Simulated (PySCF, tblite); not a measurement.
# C₅H₈B₂F₂: geometry, infrared bands and NMR shifts

What infrared bands and NMR shifts should C₅H₈B₂F₂ (`BC1=CC[C@@H]1CB(F)F`) show?

Computed with tblite 0.8.0 and PySCF 2.14.0, with density-fitted response routines of our own, on a single molecule in the gas phase. Atoms count from 0, in the outputs and in this text.

## 1. The starting structure

17 atoms, charge 0, multiplicity 1; geometry from: force field or distance geometry start.

Bonds of the start (Å): B0–C1 1.57, C1–C2 1.30, C2–C3 1.45, C3–C4 1.46, C4–C5 1.50, C5–B6 1.58, B6–F7 1.47, B6–F8 1.47, C4–C1 1.43, B0–H9 1.21, B0–H10 1.17, C2–H11 1.10, C3–H12 1.10, C3–H13 1.14, C4–H14 1.14, C5–H15 1.10, C5–H16 1.12.

## 2. Relaxing the molecule with GFN2-xTB

Job settings and geometry (Å):

```
{"job": {"kind": "relax", "xc": "GFN2-xTB", "basis": "xTB"}, "charge": 0, "multiplicity": 1}
B     -2.076000     1.288400     0.347400
C     -1.147600     0.121400    -0.149700
C     -1.263500    -1.174800    -0.092000
C      0.017000    -1.379500    -0.751000
C      0.141400     0.077400    -0.774200
C      1.312400     0.702000    -0.077300
B      1.601400     0.031800     1.328500
F      2.388100    -1.203800     1.404300
F      1.924400     0.968100     2.408300
H     -3.262400     1.063500     0.442800
H     -1.802700     2.406700     0.121300
H     -2.046800    -1.859800     0.279800
H     -0.021100    -1.922700    -1.706700
H      0.710600    -1.905600    -0.007600
H      0.091000     0.504700    -1.830500
H      2.210500     0.483000    -0.680200
H      1.216400     1.811400     0.025800
```

Started as:

```bash
$ OMP_NUM_THREADS=1 python probes_run.py task.json out
```

The driver reads the jobs from task.json and runs them one after another.

**Question.** This job is followed by: GFN2-xTB harmonic vibrations, gas phase; GIAO PBE0/pcSseg-1 NMR shielding, non-relativistic, gas phase. What will the session give for the following? strongest single infrared mode (GFN2-xTB); zero-point energy (GFN2-xTB); 13C shifts against TMS (PBE0/pcSseg-1); 1H shifts against TMS (PBE0/pcSseg-1, means over atoms taken as alike); 11B shifts against BF3·OEt2 (PBE0/pcSseg-1); 19F shifts against CFCl3 (PBE0/pcSseg-1, means over atoms taken as alike).

As calculated:

| quantity | value |
| --- | --- |
| strongest single infrared mode (GFN2-xTB) | 1283 cm⁻¹, 238 km/mol |
| zero-point energy (GFN2-xTB) | 76.9 kcal/mol |
| 13C shifts against TMS (PBE0/pcSseg-1) | 183.1, 173.5, 42.9, 41.2, 20.1 ppm |
| 1H shifts against TMS (PBE0/pcSseg-1, means over atoms taken as alike) | 7.92, 6.73, 3.33, 3.06, 2.80, 1.78, 1.37 ppm |
| 11B shifts against BF3·OEt2 (PBE0/pcSseg-1) | 65.7, 27.9 ppm |
| 19F shifts against CFCl3 (PBE0/pcSseg-1, means over atoms taken as alike) | -63.3 ppm |

In words: Over 93 steps the energy fell by 1.702 eV; of the close pairs, B6–F8 changed most, 1.465 to 1.317 Å. All 45 modes are real, so the xTB geometry is a minimum. The strongest single mode, at 1283 cm⁻¹, moves mainly B6. Unscaled tight-binding wavenumbers are off by several per cent, some by more. Its intensities can rank the bands wrongly. H11 (hydrogen on an alkene CH) lies farthest downfield among hydrogen, at 7.92 ppm; olefinic region. At PBE0/pcSseg-1: Shielding is most anisotropic at F7, F8 (span 308 ppm, paramagnetic term -234 ppm).
